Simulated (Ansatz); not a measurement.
# CH₄AlClOSi: up Jacob's ladder to CCSD(T)

One table from this session's results is given with a row withheld; the runs are named, their logs left out.

Method: functionals in def2-TZVPP, the program's frozen cores in correlated methods; program: Ansatz 0.2.0, Gaussian basis.

The runs, in order: LDA (SPW92), PBE-D4, revPBE-D4, BLYP-D4, r2SCAN-D4, B97M-V, PBE0-D4, B3LYP-D4, r2SCANh-D4, r2SCAN0-D4, HSE06-D4, BHLYP-D4, CAM-B3LYP-D4, LC-ωPBE, ωB97X-V, ωB97M-V, B2PLYP, PBE-QIDH; CCSD(T)/def2-SVP; CCSD(T)/def2-TZVPP; MP2/def2-QZVPP; extrapolation to the limit; RPA on PBE.

## The geometry

All runs share one geometry, relaxed beforehand with PBE0-D4 in a triple-zeta def2 set.

SMILES `[Cl][AlH][SiH]1CO1`, 9 atoms, charge 0, spin multiplicity 1.

Atoms are counted from 1 here; the program's logs count them from 0.

Bond lengths: Cl1–Al2 2.096 Å, Al2–Si3 2.433 Å, Al2–H6 1.579 Å, Si3–C4 1.827 Å, Si3–O5 1.686 Å, Si3–H7 1.488 Å, C4–O5 1.446 Å, C4–H8 1.088 Å, C4–H9 1.089 Å. Angles: Cl1–Al2–Si3 114.2°, Cl1–Al2–H6 118.2°, Si3–Al2–H6 127.5°, Al2–Si3–C4 119.0°, Al2–Si3–O5 114.9°, Al2–Si3–H7 121.4°, C4–Si3–O5 48.4°, C4–Si3–H7 117.1°, O5–Si3–H7 113.9°, Si3–C4–O5 60.7°, Si3–C4–H8 121.9°, Si3–C4–H9 119.9°, O5–C4–H8 113.8°, O5–C4–H9 113.6°, H8–C4–H9 114.4°, Si3–O5–C4 70.9°.

Set-up of the first run:

in.yaml reads:

```yaml
crystal:
  periodic: [false, false, false]
  atoms:
    - {symbol: Cl, position_ang: [-2.401717, 1.760118, 0.717861]}
    - {symbol: Al, position_ang: [-0.392496, 1.549226, 1.277314]}
    - {symbol: Si, position_ang: [0.734249, -0.351592, 0.258019]}
    - {symbol: C, position_ang: [0.084380, -1.029639, -1.309572]}
    - {symbol: O, position_ang: [-0.257155, -1.676491, -0.062504]}
    - {symbol: H, position_ang: [0.231013, 2.631971, 2.242043]}
    - {symbol: H, position_ang: [2.127770, -0.717309, 0.629648]}
    - {symbol: H, position_ang: [-0.766233, -0.582489, -1.819942]}
    - {symbol: H, position_ang: [0.728789, -1.629994, -1.949868]}
basis:
  gaussian: {orbitals: def2-TZVPP}
hamiltonian: {xc: lda}
output: {orbitals: {seedname: orbitals}}
```

Among the steps run: LDA; PBE-D4 (GGA); revPBE-D4 (GGA); BLYP-D4 (GGA); r2SCAN-D4 (meta-GGA); B97M-V (meta-GGA); PBE0-D4 (hybrid); B3LYP-D4 (hybrid); r2SCANh-D4 (hybrid); r2SCAN0-D4 (hybrid); HSE06-D4 (hybrid); BHLYP-D4 (hybrid); CAM-B3LYP-D4 (range-separated); LC-ωPBE (range-separated); ωB97X-V (range-separated); ωB97M-V (range-separated); B2PLYP (double hybrid); PBE-QIDH (double hybrid).

One table of the session follows, with a row left open; its other results are not shown here.

It belongs to the step «Orbital energies across the functionals». 

| functional | HOMO (eV) | LUMO (eV) | gap (eV) |
| --- | --- | --- | --- |
| LDA (SPW92) | -6.41 | -3.36 | 3.05 |
| PBE-D4 | -6.27 | -3.16 | 3.12 |
| revPBE-D4 | -6.22 | -3.06 | 3.15 |
| BLYP-D4 | -6.12 | -3.01 | 3.10 |
| r2SCAN-D4 | -6.50 | -3.00 | 3.50 |
| B97M-V | ? | ? | ? |
| PBE0-D4 | -7.43 | -2.46 | 4.97 |
| B3LYP-D4 | -7.21 | -2.63 | 4.58 |
| r2SCANh-D4 | -6.93 | -2.75 | 4.18 |
| r2SCAN0-D4 | -7.58 | -2.37 | 5.20 |
| HSE06-D4 | -7.03 | -2.83 | 4.21 |
| BHLYP-D4 | -8.46 | -1.69 | 6.77 |
| CAM-B3LYP-D4 | -8.71 | -1.50 | 7.21 |
| LC-ωPBE | -10.03 | -0.47 | 9.56 |
| ωB97X-V | -9.68 | -0.56 | 9.13 |
| ωB97M-V | -9.53 | -0.77 | 8.76 |

Q: Estimate the row for B97M-V from the others.

As computed: HOMO (eV): -6.58; LUMO (eV): -3.13; gap (eV): 3.44. In the column «HOMO (eV)» it lies between r2SCANh-D4 (-6.93) and r2SCAN-D4 (-6.50).
